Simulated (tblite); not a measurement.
# C6H9FSeSi: the cost of one run

The runs use tblite 0.8.0 and PySCF 2.14.0, with density-fitted response routines of our own; the level of theory stands in each step. All values are computed, except where a source is named. Atoms count from 0, in the outputs and in this text.

### 1 The starting structure

18 atoms, charge 0, multiplicity 1; geometry from: force field or distance geometry start.

Bonds of the start (Å): C0–C1 1.22, C1–C2 1.45, C2–Se3 1.95, Se3–C4 1.92, C4–Si5 1.86, Si5–F6 1.69, Si5–C7 1.84, C7–C8 1.32, C0–H9 1.07, C2–H10 1.12, C2–H11 1.10, C4–H12 1.09, C4–H13 1.10, Si5–H14 1.48, C7–H15 1.08, C8–H16 1.09, C8–H17 1.08.

### 2 Geometry optimisation with GFN2-xTB

The job: settings as JSON, then the geometry in Å.

```
{"job": {"kind": "relax", "xc": "GFN2-xTB", "basis": "xTB"}, "charge": 0, "multiplicity": 1}
C      5.064400    -0.739600    -0.235600
C      3.922400    -0.333000    -0.380500
C      2.563100     0.130700    -0.553600
Se     1.410800    -1.031800     0.513800
C     -0.313900    -1.175800    -0.314000
Si    -1.349500     0.262700     0.265600
F     -0.928700     1.612500    -0.661500
C     -3.108200    -0.221100     0.001200
C     -3.918200    -0.219300     1.043100
H      6.067200    -1.084000    -0.122100
H      2.231100     0.048700    -1.617600
H      2.452500     1.172700    -0.232800
H     -0.207900    -1.189700    -1.399200
H     -0.803700    -2.099300     0.043000
H     -1.105800     0.549400     1.700700
H     -3.422900    -0.500400    -0.995900
H     -4.961300    -0.497200     0.899700
H     -3.600200     0.056200     2.034100
```

Launch:

```sh
> OMP_NUM_THREADS=1 python probes_run.py task.json out
```

The driver reads the jobs from task.json and runs them one after another.

Q: Estimate the wall time and peak memory of this first job on 1 thread of Arm Neoverse N1, shared host.

About 1.7 s, with a peak of 0.18 GiB.
